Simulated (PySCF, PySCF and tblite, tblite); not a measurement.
# C5HFN2O2: a path driven as rotation about a bond, and NMR exchange, part 2 of 2

PySCF and tblite. Atoms count from 0. Earlier steps stand in the parts before.

### 10 Shieldings, start: revPBE/pcSseg-1

What the job is given:

```
{"job": {"kind": "nmr", "xc": "revPBE", "basis": "pcSseg-1", "pop": false}, "charge": 0, "multiplicity": 1}
N      3.176904    -1.000365     1.379667
C      2.333482    -0.416766     0.875136
C      1.263076     0.330706     0.231928
O      1.411219     1.448573    -0.207095
C      0.002504    -0.404334     0.172930
F     -0.027146    -1.653688     0.704201
C     -1.152851     0.062356    -0.373840
O     -2.290934    -0.625919    -0.416345
C     -1.203525     1.365850    -0.952364
N     -1.318064     2.397039    -1.432435
H     -2.189240    -1.500783    -0.007746
```

Standard output:

```text
coarse grid: 11432 points
cycle   1  E = -550.2585011872  dE =  1.878e+00  |g| = 1.206e+00  |ddm| = 3.656e+00
cycle   2  E = -546.2253653893  dE =  4.033e+00  |g| = 3.836e+00  |ddm| = 4.644e+00
cycle   3  E = -550.0358231762  dE = -3.810e+00  |g| = 1.350e+00  |ddm| = 4.021e+00
cycle   4  E = -550.5239005629  dE = -4.881e-01  |g| = 2.565e-01  |ddm| = 1.487e+00
cycle   5  E = -550.5147064756  dE =  9.194e-03  |g| = 3.249e-01  |ddm| = 4.972e-01
cycle   6  E = -550.5375578109  dE = -2.285e-02  |g| = 1.018e-01  |ddm| = 3.117e-01
cycle   7  E = -550.5394471960  dE = -1.889e-03  |g| = 4.195e-02  |ddm| = 8.527e-02
cycle   8  E = -550.5398050514  dE = -3.579e-04  |g| = 1.138e-02  |ddm| = 4.130e-02
cycle   9  E = -550.5398345410  dE = -2.949e-05  |g| = 4.019e-03  |ddm| = 1.407e-02
cycle  10  E = -550.5398378116  dE = -3.271e-06  |g| = 2.247e-03  |ddm| = 4.967e-03
final grid: 117416 points
cycle  11  E = -550.6454668532  dE = -6.065e-06  |g| = 1.939e-02  |ddm| = 5.178e-02
cycle  12  E = -550.6448719877  dE =  5.949e-04  |g| = 5.798e-02  |ddm| = 6.219e-02
cycle  13  E = -550.6455266835  dE = -6.547e-04  |g| = 7.341e-03  |ddm| = 5.215e-02
cycle  14  E = -550.6455379040  dE = -1.122e-05  |g| = 1.831e-03  |ddm| = 7.320e-03
cycle  15  E = -550.6455384560  dE = -5.519e-07  |g| = 9.250e-04  |ddm| = 2.157e-03
cycle  16  E = -550.6455386599  dE = -2.039e-07  |g| = 2.575e-04  |ddm| = 8.835e-04
cycle  17  E = -550.6455386681  dE = -8.258e-09  |g| = 1.776e-04  |ddm| = 2.625e-04
cycle  18  E = -550.6455386749  dE = -6.762e-09  |g| = 3.539e-05  |ddm| = 1.401e-04
cycle  19  E = -550.6455386751  dE = -2.240e-10  |g| = 1.260e-05  |ddm| = 3.207e-05
converged SCF energy = -550.6455386751

GIAO shielding tensors (ppm)
atom      isotropic    diamagn.    paramagn.     s11        s22        s33       span
  0 N      -52.547     339.359    -391.906   -211.674   -187.968    242.001    453.676
  1 C       70.922     261.672    -190.750    -38.123    -31.261    282.150    320.273
  2 C       27.640     245.672    -218.031    -65.032     62.862     85.091    150.122
  3 O     -270.758     399.178    -669.936   -800.487   -381.906    370.119   1170.605
  4 C       21.543     255.844    -234.301    -43.967     26.387     82.210    126.177
  5 F      309.387     473.935    -164.549    246.474    286.784    394.901    148.427
  6 C       54.265     250.748    -196.483    -26.374     70.883    118.286    144.660
  7 O      188.506     381.652    -193.147    119.065    152.461    293.990    174.926
  8 C       70.356     259.063    -188.706    -35.566    -34.882    281.517    317.083
  9 N      -80.295     339.565    -419.860   -232.135   -226.713    217.963    450.098
 10 H       25.985      30.996      -5.011     18.226     27.081     32.647     14.421
```

Wall time 37 s (1 thread of Intel Xeon Platinum 8375C at 2.90GHz, shared host); peak memory 0.78 GiB.

Key values: HOMO -7.27 eV, LUMO -4.48 eV; dipole 4.56 D.

### 11 Single-point energy, saddle of leg 1: revPBE/pcSseg-1

What the job is given:

```
{"job": {"kind": "sp", "xc": "revPBE", "basis": "pcSseg-1", "pop": false}, "charge": 0, "multiplicity": 1}
N      3.005848    -0.685713    -0.408964
C      2.177511    -0.139136     0.160049
C      1.073454     0.481085     0.873498
O      1.158013     1.450300     1.568487
C     -0.204919    -0.291026     0.627702
F     -0.468458    -1.265984     1.531691
C     -1.051344    -0.081611    -0.395312
O     -2.190586    -0.756400    -0.621875
C     -0.723511     0.945948    -1.327751
N     -0.442125     1.770621    -2.068001
H     -2.333884    -1.428083     0.060475
```

Standard output:

```text
coarse grid: 11432 points
cycle   1  E = -550.2417490018  dE =  1.867e+00  |g| = 1.204e+00  |ddm| = 3.587e+00
cycle   2  E = -547.5914193154  dE =  2.650e+00  |g| = 3.766e+00  |ddm| = 4.769e+00
cycle   3  E = -550.4954475981  dE = -2.904e+00  |g| = 3.389e-01  |ddm| = 3.939e+00
cycle   4  E = -550.4974297061  dE = -1.982e-03  |g| = 3.169e-01  |ddm| = 5.506e-01
cycle   5  E = -550.5173984251  dE = -1.997e-02  |g| = 1.256e-01  |ddm| = 3.354e-01
cycle   6  E = -550.5205564005  dE = -3.158e-03  |g| = 5.039e-02  |ddm| = 1.292e-01
cycle   7  E = -550.5210337048  dE = -4.773e-04  |g| = 1.388e-02  |ddm| = 4.513e-02
cycle   8  E = -550.5210685111  dE = -3.481e-05  |g| = 7.311e-03  |ddm| = 1.359e-02
cycle   9  E = -550.5210785293  dE = -1.002e-05  |g| = 1.900e-03  |ddm| = 5.672e-03
cycle  10  E = -550.5210788907  dE = -3.613e-07  |g| = 1.440e-03  |ddm| = 2.470e-03
final grid: 117416 points
cycle  11  E = -550.6268942058  dE =  1.016e-05  |g| = 2.168e-02  |ddm| = 4.768e-02
cycle  12  E = -550.6261517692  dE =  7.424e-04  |g| = 6.462e-02  |ddm| = 6.430e-02
cycle  13  E = -550.6269731774  dE = -8.214e-04  |g| = 6.760e-03  |ddm| = 5.231e-02
cycle  14  E = -550.6269829693  dE = -9.792e-06  |g| = 1.125e-03  |ddm| = 5.598e-03
cycle  15  E = -550.6269831058  dE = -1.364e-07  |g| = 6.592e-04  |ddm| = 1.046e-03
cycle  16  E = -550.6269831887  dE = -8.291e-08  |g| = 2.376e-04  |ddm| = 5.760e-04
cycle  17  E = -550.6269832002  dE = -1.151e-08  |g| = 7.001e-05  |ddm| = 2.097e-04
cycle  18  E = -550.6269832009  dE = -7.628e-10  |g| = 1.679e-05  |ddm| = 6.236e-05
converged SCF energy = -550.6269832009
```

Run time: 27 s. Hardware: 1 thread of Intel Xeon Platinum 8375C at 2.90GHz, shared host; peak memory 0.67 GiB.

In short: HOMO -6.90 eV, LUMO -4.61 eV; dipole 4.31 D.

### 12 Shieldings, end: revPBE/pcSseg-1

What the job is given:

```
{"job": {"kind": "nmr", "xc": "revPBE", "basis": "pcSseg-1", "pop": false}, "charge": 0, "multiplicity": 1}
N      2.658790     0.995967    -0.836855
C      1.923709     0.590718    -0.060144
C      1.131480     0.085901     1.053752
O      1.619582    -0.031294     2.153157
C     -0.257865    -0.259418     0.749864
F     -0.966222    -0.729319     1.807088
C     -0.943956    -0.181604    -0.422337
O     -2.224084    -0.539180    -0.539936
C     -0.356959     0.290285    -1.632151
N      0.032719     0.655280    -2.643311
H     -2.580064    -0.853061     0.307568
```

Standard output:

```text
coarse grid: 11432 points
cycle   1  E = -550.2427926201  dE =  1.888e+00  |g| = 1.226e+00  |ddm| = 3.622e+00
cycle   2  E = -545.7703056144  dE =  4.472e+00  |g| = 4.059e+00  |ddm| = 4.664e+00
cycle   3  E = -550.0536263127  dE = -4.283e+00  |g| = 1.312e+00  |ddm| = 4.017e+00
cycle   4  E = -550.5131268092  dE = -4.595e-01  |g| = 3.015e-01  |ddm| = 1.481e+00
cycle   5  E = -550.5097153415  dE =  3.411e-03  |g| = 3.249e-01  |ddm| = 4.964e-01
cycle   6  E = -550.5314613450  dE = -2.175e-02  |g| = 1.170e-01  |ddm| = 3.075e-01
cycle   7  E = -550.5342195268  dE = -2.758e-03  |g| = 4.006e-02  |ddm| = 1.001e-01
cycle   8  E = -550.5345226724  dE = -3.031e-04  |g| = 1.417e-02  |ddm| = 4.371e-02
cycle   9  E = -550.5345651565  dE = -4.248e-05  |g| = 5.145e-03  |ddm| = 1.470e-02
cycle  10  E = -550.5345693801  dE = -4.224e-06  |g| = 2.526e-03  |ddm| = 4.629e-03
final grid: 117416 points
cycle  11  E = -550.6415079666  dE =  3.645e-05  |g| = 2.534e-02  |ddm| = 5.667e-02
cycle  12  E = -550.6403236030  dE =  1.184e-03  |g| = 7.949e-02  |ddm| = 8.552e-02
cycle  13  E = -550.6416076010  dE = -1.284e-03  |g| = 1.097e-02  |ddm| = 7.057e-02
cycle  14  E = -550.6416339286  dE = -2.633e-05  |g| = 2.301e-03  |ddm| = 1.013e-02
cycle  15  E = -550.6416349554  dE = -1.027e-06  |g| = 1.062e-03  |ddm| = 2.539e-03
cycle  16  E = -550.6416352065  dE = -2.511e-07  |g| = 3.125e-04  |ddm| = 9.060e-04
cycle  17  E = -550.6416352224  dE = -1.592e-08  |g| = 1.623e-04  |ddm| = 3.499e-04
cycle  18  E = -550.6416352288  dE = -6.391e-09  |g| = 3.722e-05  |ddm| = 1.507e-04
cycle  19  E = -550.6416352290  dE = -1.909e-10  |g| = 2.121e-05  |ddm| = 4.092e-05
converged SCF energy = -550.6416352290

GIAO shielding tensors (ppm)
atom      isotropic    diamagn.    paramagn.     s11        s22        s33       span
  0 N      -58.993     338.827    -397.820   -211.877   -209.610    244.508    456.385
  1 C       69.375     265.177    -195.802    -43.789    -30.588    282.504    326.293
  2 C       29.887     244.934    -215.047    -68.254     71.512     86.404    154.658
  3 O     -315.019     392.302    -707.322   -932.939   -409.828    397.708   1330.647
  4 C       22.356     250.399    -228.042    -29.419     12.794     83.694    113.113
  5 F      304.030     472.397    -168.367    226.782    245.914    439.395    212.613
  6 C       47.940     250.814    -202.873    -26.808     55.774    114.856    141.664
  7 O      185.638     381.251    -195.613    110.969    157.918    288.026    177.057
  8 C       70.705     261.958    -191.253    -36.424    -33.517    282.058    318.482
  9 N      -91.283     340.161    -431.444   -258.828   -225.241    210.219    469.046
 10 H       25.905      30.360      -4.455     17.957     26.923     32.834     14.878
```

Run time: 38 s. Hardware: 1 thread of Intel Xeon Platinum 8375C at 2.90GHz, shared host; peak memory 0.79 GiB.

Key values: HOMO -7.36 eV, LUMO -4.39 eV; dipole 5.03 D.

### 13 Second level: revPBE/pcSseg-1 + D3(BJ)

What the job is given:

```
{"job": {"smiles": "N#CC(=O)C(F)=C(O)C#N", "charge": 0, "mult": 1, "motion": "rotation", "what": "diene or enone", "atoms": [2, 4], "drives": [{"terms": [["t", [1, 2, 4, 5], 0.25], ["t", [1, 2, 4, 6], 0.25], ["t", [3, 2, 4, 5], 0.25], ["t", [3, 2, 4, 6], 0.25]], "by": 180, "n": 12}], "study": "path", "level": {"kind": "nmr", "xc": "revPBE", "basis": "pcSseg-1", "wide": true}, "fields": [60, 250, 900], "first": 4, "seed": 431, "kind": "pathvar"}, "charge": 0, "multiplicity": 1}
N      3.176904    -1.000365     1.379667
C      2.333482    -0.416766     0.875136
C      1.263076     0.330706     0.231928
O      1.411219     1.448573    -0.207095
C      0.002504    -0.404334     0.172930
F     -0.027146    -1.653688     0.704201
C     -1.152851     0.062356    -0.373840
O     -2.290934    -0.625919    -0.416345
C     -1.203525     1.365850    -0.952364
N     -1.318064     2.397039    -1.432435
H     -2.189240    -1.500783    -0.007746
```

Standard output:

```text
stationary points (kcal/mol above the start)
  n  kind          group   xTB      DFT    lowest mode
  0  minimum      Cs       0.00     0.00      46.1
  1  saddle       C1       9.28    11.60     -70.0
  2  minimum      Cs       3.04     1.59      27.2

GFN2-xTB energies: T/K, barrier G, reaction G (kcal/mol), k forward, k back (1/s)
 150.00     9.03     2.98      0.431   9.49e+03
 200.00     9.09     2.96        963   1.67e+06
 250.00     9.17     2.94   1.01e+05   3.78e+07
 298.15     9.25     2.92   2.07e+06   2.87e+08
 350.00     9.34     2.90   2.14e+07   1.37e+09
 400.00     9.45     2.87   1.15e+08   4.25e+09
 500.00     9.67     2.81   1.23e+09   2.08e+10

PBE0/pcSseg-1 + D3(BJ) energies: T/K, barrier G, reaction G (kcal/mol), k forward, k back (1/s)
 150.00    11.06     2.12   0.000478      0.585
 200.00    11.12     2.10       5.85   1.16e+03
 250.00    11.19     2.08    1.7e+03   1.13e+05
 298.15    11.28     2.06   6.75e+04   2.19e+06
 350.00    11.37     2.03   1.16e+06   2.16e+07
 400.00    11.47     2.01   8.98e+06   1.12e+08
 500.00    11.70     1.95    1.6e+08   1.14e+09

revPBE/pcSseg-1 + D3(BJ) energies: T/K, barrier G, reaction G (kcal/mol), k forward, k back (1/s)
 150.00    11.36     1.53   0.000178     0.0298
 200.00    11.42     1.51       2.78        125
 250.00    11.49     1.49        940   1.89e+04
 298.15    11.57     1.47    4.1e+04   4.89e+05
 350.00    11.67     1.44   7.57e+05   6.02e+06
 400.00    11.77     1.42   6.19e+06   3.67e+07
 500.00    12.00     1.36   1.19e+08   4.66e+08
```

Wall time 3.3 min (1 thread of Intel Xeon Platinum 8375C at 2.90GHz, shared host); peak memory 0.94 GiB. This counts the runs that the step sums up.

Barriers by level (kcal/mol; entropies in cal/(mol K)). Zero-point and thermal terms come from xTB in every row. ΔG‡ leaves symmetry out; the rate counts equivalent paths (a factor of 2); effective ΔG‡, where given, is the barrier that would give that rate by Eyring's equation alone:

| level | ΔE‡ | with zero-point | ΔH‡ | ΔS‡ | ΔG‡ (298 K) | ΔE of reaction | k at 298 K (1/s) | effective ΔG‡ |
| --- | --- | --- | --- | --- | --- | --- | --- | --- |
| GFN2-xTB | 9.28 | 8.94 | 8.62 | -2.1 | 9.25 | 3.04 | 2.1e+06 | 8.84 |
| PBE0/pcSseg-1 + D3(BJ) | 11.30 | 10.96 | 10.65 | -2.1 | 11.28 | 2.18 | 6.8e+04 | 10.86 |
| revPBE/pcSseg-1 + D3(BJ) | 11.60 | 11.26 | 10.94 | -2.1 | 11.57 | 1.59 | 4.1e+04 | 11.16 |

### 14 Outcome

The summary covers parts 1 to 2.

| quantity | value |
| --- | --- |
| barrier (PBE0/pcSseg-1 + D3(BJ)) | ΔE‡ 11.3, ΔG‡(298 K) 11.3 kcal/mol |
| barrier (GFN2-xTB) | ΔE‡ 9.3 kcal/mol |
| rate at 298 K | 6.8e+04 s⁻¹ |
| end of the path | 2.2 kcal/mol from the start |

**Reading.** DFT puts the top 11.3 kcal/mol above the start (xTB: 9.3); the rate from the DFT barrier is 6.8e+04 s⁻¹ at 298 K. An error of 1.4 kcal/mol changes that rate tenfold. revPBE/pcSseg-1 + D3(BJ) moves the barrier from 11.3 to 11.6 kcal/mol.
